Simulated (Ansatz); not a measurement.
# C₂H₂Zn (SMILES C#[C][ZnH]): single points off equilibrium

The task here is to estimate one member of a computed series from the others.

Program: Ansatz 0.2.0, Gaussian basis. Level of theory: single points in def2-TZVPP. These are calculated values, not measurements.

Cores are frozen in the correlated methods. The 3s and 3p shells of Cu and Zn are frozen; filled d shells are correlated.

### The starting structure

5 atoms, charge 0, spin multiplicity 1.

Atoms are counted from 1 here; the program's logs count them from 0.

Bond lengths: C1–C2 1.129 Å, C1–H4 1.044 Å, C2–Zn3 1.987 Å, Zn3–H5 1.481 Å. Angles: C2–C1–H4 176.7°, C1–C2–Zn3 176.6°, C2–Zn3–H5 172.9°.

As a file:

| atom | x (Å) | y (Å) | z (Å) |
| --- | --- | --- | --- |
| C1 | -1.45640 | -0.50960 | -0.01690 |
| C2 | -0.37290 | -0.19510 | 0.01780 |
| Zn3 | 1.49880 | 0.46570 | 0.11110 |
| H4 | -2.44470 | -0.83780 | -0.09320 |
| H5 | 2.85490 | 1.05620 | 0.03020 |

Set-up of the first run:

Input file run/in.yaml:

```yaml
crystal:
  periodic: [false, false, false]
  atoms:
    - {symbol: C, position_ang: [-1.456400, -0.509600, -0.016900]}
    - {symbol: C, position_ang: [-0.372900, -0.195100, 0.017800]}
    - {symbol: Zn, position_ang: [1.498800, 0.465700, 0.111100]}
    - {symbol: H, position_ang: [-2.444700, -0.837800, -0.093200]}
    - {symbol: H, position_ang: [2.854900, 1.056200, 0.030200]}
basis:
  gaussian: {orbitals: def2-TZVPP}
correlation: {method: ccsd_t, frozen_orbitals: {C: 1, H: 0, Zn: 9}}
output: {forces: true}
```

No record of the launch command was kept for these runs.

Among the steps run: CCSD(T)/def2-TZVPP; PBE0-D4/def2-TZVPP; wB97M-V/def2-TZVPP; r2SCAN-D4/def2-TZVPP; PBE-D4/def2-TZVPP; wB97X-V/def2-TZVPP; LC-wPBE/def2-TZVPP.

One of the session's tables, all rows but one given; the rest of the session is left out.

```
   method  RMS force component (eV/Å)  angle to CCSD(T) forces (°)  dipole (D)
  CCSD(T)                       4.464                    reference        0.47
  PBE0-D4                       4.030                          1.7        0.46
  wB97M-V                       3.941                          1.3        0.50
r2SCAN-D4                           ?                            ?           ?
   PBE-D4                       4.331                          1.4        0.40
  wB97X-V                       3.997                          1.8        0.47
  LC-wPBE                       3.783                          2.9        0.49
```

**Question.** Estimate the row for r2SCAN-D4.

As computed: RMS force component (eV/Å): 4.153; angle to CCSD(T) forces (°): 1.4; dipole (D): 0.41. In the column «RMS force component (eV/Å)» it lies between PBE0-D4 (4.030) and PBE-D4 (4.331).
